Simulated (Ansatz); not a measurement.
# SnH₅O radical (built from SMILES [OH].[SnH4]): a reaction path by the nudged elastic band

What path joins these two structures, and how high does it climb? Both ends were relaxed at PBE0-D4 in triple zeta.

The runs use Ansatz 0.2.0, Gaussian basis; PBE0-D4/def2-SVP, unrestricted.

23 further runs of the same task are left out: 1 that didn't finish, 22 set aside as unsound or not needed.

**1. The starting structure**

The first end: 7 atoms, charge 0, spin multiplicity 2.

Atoms are counted from 1 here; the program's logs count them from 0.

Bond lengths: H1–H5 0.749 Å, Sn2–O3 1.978 Å, Sn2–H4 1.734 Å, Sn2–H6 1.722 Å, O3–H7 0.960 Å. Angles: O3–Sn2–H4 106.7°, O3–Sn2–H6 101.8°, H4–Sn2–H6 111.9°, Sn2–O3–H7 113.4°.

As a file:

| atom | x (Å) | y (Å) | z (Å) |
| --- | --- | --- | --- |
| H1 | -1.0445 | 0.6942 | -1.8174 |
| Sn2 | 1.1400 | -0.3182 | 1.2224 |
| O3 | -0.4754 | 0.6477 | 0.6135 |
| H4 | 0.6563 | -1.9549 | 1.5293 |
| H5 | -1.1914 | 0.6492 | -2.5502 |
| H6 | 2.1622 | -0.2001 | -0.1578 |
| H7 | -1.2472 | 0.4821 | 1.1603 |

The second end:

```xyz
7
H5OSn
H    -1.6252   -0.1500   -0.9469
Sn    1.4785    0.5556    0.2690
O    -1.2055   -0.7443   -0.3191
H     0.5393    0.5622    1.7097
H     0.6901    1.4611   -0.9623
H     1.8247   -1.0401   -0.2481
H    -1.7017   -0.6444    0.4978
```

**2. The band at PBE0-D4/def2-SVP**

Input file neb/in.yaml:

```yaml
crystal:
  periodic: [false, false, false]
  atoms:
    - {symbol: H, position_ang: [-1.044546, 0.694187, -1.817399]}
    - {symbol: Sn, position_ang: [1.140046, -0.318228, 1.222361]}
    - {symbol: O, position_ang: [-0.475390, 0.647689, 0.613451]}
    - {symbol: H, position_ang: [0.656336, -1.954859, 1.529279]}
    - {symbol: H, position_ang: [-1.191387, 0.649244, -2.550214]}
    - {symbol: H, position_ang: [2.162235, -0.200132, -0.157798]}
    - {symbol: H, position_ang: [-1.247194, 0.482098, 1.160320]}
basis:
  gaussian: {orbitals: def2-SVP}
magnetization: {spin_polarized: true, initial_magnetization: 1}
hamiltonian: {xc: pbe0, dispersion: d4}
neb:
  images: 5
  climbing: true
  max_iterations: 40
  initial_path: idpp
  final_atoms:
    - {symbol: H, position_ang: [-1.625173, -0.150038, -0.946914]}
    - {symbol: Sn, position_ang: [1.478458, 0.555559, 0.268972]}
    - {symbol: O, position_ang: [-1.205523, -0.744327, -0.319083]}
    - {symbol: H, position_ang: [0.539263, 0.562216, 1.709661]}
    - {symbol: H, position_ang: [0.690084, 1.461063, -0.962295]}
    - {symbol: H, position_ang: [1.824682, -1.040068, -0.248126]}
    - {symbol: H, position_ang: [-1.701692, -0.644404, 0.497787]}
```

On the command line:

```sh
ansatz run in.yaml --threads 4 --pin off --events-out ev --progress --plain --max-ram 9574MiB
```

Output:

```text
Functional definition: PBE0
  name "PBE0"
  cite "Adamo & Barone, J. Chem. Phys. 110, 6158 (1999) doi:10.1063/1.478522"
  cite "Perdew, Burke & Ernzerhof, Phys. Rev. Lett. 77, 3865 (1996) doi:10.1103/PhysRevLett.77.3865"
  parent pbe
  parameter a = 0.25
  parameter kappa = 0.804
  parameter beta = 0.06672455060314922
  exchange = (1 - a)*pbe_x(kappa = kappa, mu = beta*pi^2/3) + a*exact_x
  correlation = pbe_c(beta = beta)
787 factors; integrals over basis functions are off by at most 2.6e-4 eV
mean field evaluation 1: about -7949.2098 eV, gradient 3.5e1 eV
mean field evaluation 2: about -7915.0671 eV, gradient 9.0e1 eV
mean field evaluation 4: about -7954.0183 eV, gradient 1.5e0 eV
mean field evaluation 8: about -7954.0526 eV, gradient 3.2e-2 eV
mean field evaluation 16: about -7954.0526 eV, gradient 2.7e-5 eV
mean field -7954.05259358 eV, -292.3060413635 hartree, gradient 2.7e-5 eV, S^2 0.752313; 0 other end points of the search recorded, 0 dependent functions left out
the calculation of the forces begins
reference -7954.05262228 eV, -292.3060424184 hartree; 18, 17 occupied and 47, 48 virtual orbitals, 787 factors
[... from here to the last solve, the lines of the solves are left out (152 solves) ...]
WARN: NEB end point (image 0): max|allowed force component| = 5.479e-1 eV/Å (the criterion of neb.relax_end_points is 1.000e-2). That is over neb.f_tol: it is no minimum, so the barrier can be far off. Relax it first
WARN: NEB end point (image 6): max|allowed force component| = 3.025e-1 eV/Å (the criterion of neb.relax_end_points is 1.000e-2). That is over neb.f_tol: it is no minimum, so the barrier can be far off. Relax it first
NEB iter   1: max|band force component| = 4.763e0 eV/Å  barrier→ = 4.9395 eV  barrier← = 5.2061 eV  Δτ_max = 0.2000 Å  (341 SCF iters)
NEB iter   2: max|band force component| = 3.629e0 eV/Å  barrier→ = 3.3244 eV  barrier← = 3.5910 eV  Δτ_max = 0.2000 Å  (183 SCF iters)
NEB iter   3: max|band force component| = 5.063e0 eV/Å  barrier→ = 2.3639 eV  barrier← = 2.6305 eV  Δτ_max = 0.1029 Å  (160 SCF iters)
NEB iter   4: max|band force component| = 2.322e0 eV/Å  barrier→ = 2.0130 eV  barrier← = 2.2797 eV  Δτ_max = 0.2000 Å  (160 SCF iters)
NEB iter   5: max|band force component| = 1.518e0 eV/Å  barrier→ = 1.6087 eV  barrier← = 1.8753 eV  Δτ_max = 0.2000 Å  (159 SCF iters)
NEB iter   6: max|band force component| = 1.915e0 eV/Å  barrier→ = 1.2518 eV  barrier← = 1.5185 eV  Δτ_max = 0.1044 Å  (158 SCF iters)
NEB iter   7: max|band force component| = 1.168e0 eV/Å  barrier→ = 0.8762 eV  barrier← = 1.1429 eV  Δτ_max = 0.2000 Å  (148 SCF iters)
NEB iter   8: max|band force component| = 2.151e0 eV/Å  barrier→ = 1.0373 eV  barrier← = 1.3040 eV  Δτ_max = 0.1001 Å  (151 SCF iters)
NEB iter   9: max|band force component| = 8.828e-1 eV/Å  barrier→ = 0.9768 eV  barrier← = 1.2434 eV  Δτ_max = 0.2000 Å  (141 SCF iters)
NEB iter  10: max|band force component| = 1.376e0 eV/Å  barrier→ = 1.2383 eV  barrier← = 1.5049 eV  Δτ_max = 0.1014 Å  (152 SCF iters)
NEB iter  11: max|band force component| = 7.527e-1 eV/Å  barrier→ = 1.1193 eV  barrier← = 1.3860 eV  CI = image 4  Δτ_max = 0.2000 Å  (144 SCF iters)
NEB iter  12: max|band force component| = 1.624e0 eV/Å  barrier→ = 1.1152 eV  barrier← = 1.3818 eV  CI = image 4  Δτ_max = 0.1010 Å  (149 SCF iters)
NEB iter  13: max|band force component| = 5.740e-1 eV/Å  barrier→ = 1.0191 eV  barrier← = 1.2857 eV  CI = image 4  Δτ_max = 0.1119 Å  (145 SCF iters)
NEB iter  14: max|band force component| = 2.657e-1 eV/Å  barrier→ = 1.0564 eV  barrier← = 1.3231 eV  CI = image 4  Δτ_max = 0.0562 Å  (143 SCF iters)
NEB iter  15: max|band force component| = 2.237e-1 eV/Å  barrier→ = 1.0388 eV  barrier← = 1.3054 eV  CI = image 4  Δτ_max = 0.0561 Å  (144 SCF iters)
NEB iter  16: max|band force component| = 2.578e-1 eV/Å  barrier→ = 1.0271 eV  barrier← = 1.2938 eV  CI = image 4  Δτ_max = 0.0562 Å  (145 SCF iters)
NEB iter  17: max|band force component| = 1.586e-1 eV/Å  barrier→ = 1.0147 eV  barrier← = 1.2814 eV  CI = image 4  Δτ_max = 0.1121 Å  (140 SCF iters)
NEB iter  18: max|band force component| = 1.331e-1 eV/Å  barrier→ = 1.0084 eV  barrier← = 1.2750 eV  CI = image 4  Δτ_max = 0.0660 Å  (145 SCF iters)
NEB iter  19: max|band force component| = 9.425e-2 eV/Å  barrier→ = 1.0052 eV  barrier← = 1.2719 eV  CI = image 4  Δτ_max = 0.0704 Å  (139 SCF iters)
NEB iter  20: max|band force component| = 6.700e-2 eV/Å  barrier→ = 1.0032 eV  barrier← = 1.2699 eV  CI = image 4  Δτ_max = 0.0553 Å  (137 SCF iters)
790 factors; integrals over basis functions are off by at most 1.1e-3 eV
mean field -7954.31580018 eV, -292.3157140279 hartree, gradient 1.1e-6 eV, S^2 0.751117; 0 other end points of the search recorded, 0 dependent functions left out
the calculation of the forces begins
reference -7954.31582709 eV, -292.3157150165 hartree; 18, 17 occupied and 47, 48 virtual orbitals, 790 factors
NEB iter  21: max|band force component| = 3.004e-2 eV/Å  barrier→ = 1.0022 eV  barrier← = 1.2689 eV  CI = image 4  CI's point: of a kind that is not told: the force calls were inconclusive, a negative curvature could not be distinguished from the path's own, the only one lies far off the path, or fixed occupations may fill a level only in part  Δτ_max = 0.0000 Å  (1158 SCF iters)
Total energy: -7953.12059525 eV, -292.2717910568 hartree
Atom 0 at    -0.897627     0.873986    -0.516268 Å, force    -0.009990    -0.010793    -0.012609 eV/Å
Atom 1 at     0.999575     0.124367     0.332179 Å, force     0.001298    -0.012657    -0.009625 eV/Å
Atom 2 at    -0.985268    -0.390407    -0.355265 Å, force     0.010120    -0.022723    -0.011564 eV/Å
Atom 3 at     0.952028    -0.962759     1.708353 Å, force     0.000647     0.003016     0.004719 eV/Å
Atom 4 at    -0.318182     1.684131    -0.499313 Å, force    -0.001954     0.005952     0.019636 eV/Å
Atom 5 at     1.866797    -0.617714    -0.972564 Å, force     0.009422     0.006975    -0.001160 eV/Å
Atom 6 at    -1.617222    -0.711605     0.302879 Å, force    -0.009543     0.030230     0.010603 eV/Å
Dipole moment:    -0.032337    -0.076083     0.308763 e Å
```

It took 1.9 min on 4 threads of Arm Neoverse V2, shared host.

The last band:

| image | path (Å) | energy (kJ/mol) | H1–O3 (Å) | H1–Sn2 (Å) |
| --- | --- | --- | --- | --- |
| 0 | 0.00 | 0.0 | 2.50 | 3.88 |
| 1 | 1.24 | -1.4 | 2.33 | 3.99 |
| 2 | 2.47 | -1.4 | 2.37 | 3.61 |
| 3 | 3.71 | 4.5 | 2.23 | 2.90 |
| 4 | 4.94 | 96.7 | 1.28 | 2.21 |
| 5 | 5.84 | -12.6 | 0.97 | 2.62 |
| 6 | 6.74 | -25.7 | 0.96 | 3.41 |

The highest image, 4:

```
H    -0.89763    0.87399   -0.51627
Sn    0.99957    0.12437    0.33218
O    -0.98527   -0.39041   -0.35526
H     0.95203   -0.96276    1.70835
H    -0.31818    1.68413   -0.49931
H     1.86680   -0.61771   -0.97256
H    -1.61722   -0.71161    0.30288
```

**3. Outcome**

| quantity | value |
| --- | --- |
| PBE0-D4/def2-SVP, 21 iterations | highest 96.7 kJ/mol (image 4), last end -25.7 kJ/mol |
| from earlier runs: barrier over the separately found saddle, CCSD(T)/def2-TZVPP | 134.3 kJ/mol |

In words: The highest image lies 96.7 kJ/mol above the first end, and it climbed, so it estimates the saddle. The ends are not quite minima at this level (largest force component 0.55 eV/Å), so the heights are unreliable: relaxing the first end would lower it and raise the barrier above it. The highest image is 37.6 kJ/mol below the CCSD(T) barrier in triple zeta, which comes from separate runs on the saddle.
